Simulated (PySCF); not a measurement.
# SiSe: bond curves at several levels of theory

One job finds the state of SiSe, follows it along the bond with each method and fits the curves.

Program: PySCF 2.14.0. Level of theory: Si x2c-TZVPPall, Se x2c-TZVPPall, spin-free X2C with a Gaussian nucleus. These are calculated values, not measurements.

### Step 1. The job

A driver script around PySCF takes these settings:

```json
{
 "atoms": "Si, Se",
 "charge": "0",
 "basis": "Si x2c-TZVPPall, Se x2c-TZVPPall",
 "Hamiltonian": "spin-free X2C with a Gaussian nucleus",
 "basis functions": "90",
 "electrons treated": "48",
 "masses in u": "27.9769, 79.9165",
 "levels": "PBE0, PBE, r²SCAN, PW91, LDA, M06-2X, r²SCAN0, ωB97X, HF, MP2, SCS-MP2, CCSD, CCSD(T)",
 "grid": "80 radial by 434 angular points",
 "occupations": "held fixed by the projection of orbital angular momentum",
 "dissociation limit": "Si + Se, each in its ground configuration",
 "starting distance in angstrom": "2.230",
 "values of 2S to try": "0, 2, 4"
}
```

The run is started by

```sh
$ OMP_NUM_THREADS=1 python dia.py task.json out
```

The runs that follow: The PBE0 curve of the state that the search chose; Excited determinants; PBE (GGA); r²SCAN (meta-GGA); PW91; LDA; M06-2X (hybrid meta-GGA); r²SCAN0; ωB97X; RHF; Correlated methods on the Hartree–Fock reference.

Q: Predict the outcome of this session. Wanted: for each run, Re; ωe; De; μ.

As calculated:

Lowest PBE0 solution found, without spin–orbit coupling: ¹Σ⁺ (singlet), closed shell. State 2 has its PBE0 minimum 2.53 eV higher. State 3 has its PBE0 minimum 4.87 eV higher. The other levels ran on the lowest alone.

| level | Re (Å) | ωe (cm⁻¹) | De (eV) | μ (D) |
| --- | --- | --- | --- | --- |
| RHF | 2.039 | 632 | 3.24 | -1.91 |
| RHF-MP2 | 2.064 | 588 | 5.63 | n/a |
| RHF-SCS-MP2 | 2.064 | 590 | 5.49 | n/a |
| RHF-CCSD | 2.057 | 602 | 5.12 | n/a |
| RHF-CCSD(T) | 2.071 | 578 | 5.42 | n/a |
| LDA | 2.060 | 573 | 6.68 | -1.26 |
| PBE | 2.082 | 559 | 5.80 | -1.21 |
| PW91 | 2.080 | 559 | 5.84 | -1.23 |
| r²SCAN | 2.064 | 581 | 5.63 | -1.26 |
| PBE0 | 2.057 | 592 | 5.50 | -1.38 |
| r²SCAN0 | 2.049 | 604 | 5.36 | -1.43 |
| M06-2X | 2.056 | 601 | 5.43 | -1.70 |
| ωB97X | 2.038 | 621 | 5.53 | -1.49 |

De is counted to Si + Se in their ground configurations. A positive dipole means Si(−)Se(+).

Differences from CCSD(T) in the same basis:

| level | Re (mÅ) | ωe (%) |
| --- | --- | --- |
| RHF | -32 | +9.4 |
| RHF-MP2 | -7 | +1.8 |
| RHF-SCS-MP2 | -7 | +2.1 |
| RHF-CCSD | -14 | +4.2 |
| LDA | -11 | -0.8 |
| PBE | +11 | -3.3 |
| PW91 | +9 | -3.3 |
| r²SCAN | -7 | +0.6 |
| PBE0 | -14 | +2.5 |
| r²SCAN0 | -22 | +4.5 |
| M06-2X | -15 | +3.9 |
| ωB97X | -33 | +7.5 |

Judged by CCSD(T) in the same basis: best bond length RHF-MP2 and RHF-SCS-MP2 and r²SCAN (-7 mÅ), worst ωB97X (-33 mÅ); best wavenumber r²SCAN (+0.6 %), worst RHF (+9.4 %). Hartree–Fock falls on the short and stiff side, its usual fault. PBE gives a bond that is too long and too soft, as GGAs tend to. Of the levels with a De here, RHF gives the least (3.24 eV) and LDA the most (6.68 eV).

Correlated steps freeze 14 core orbitals.
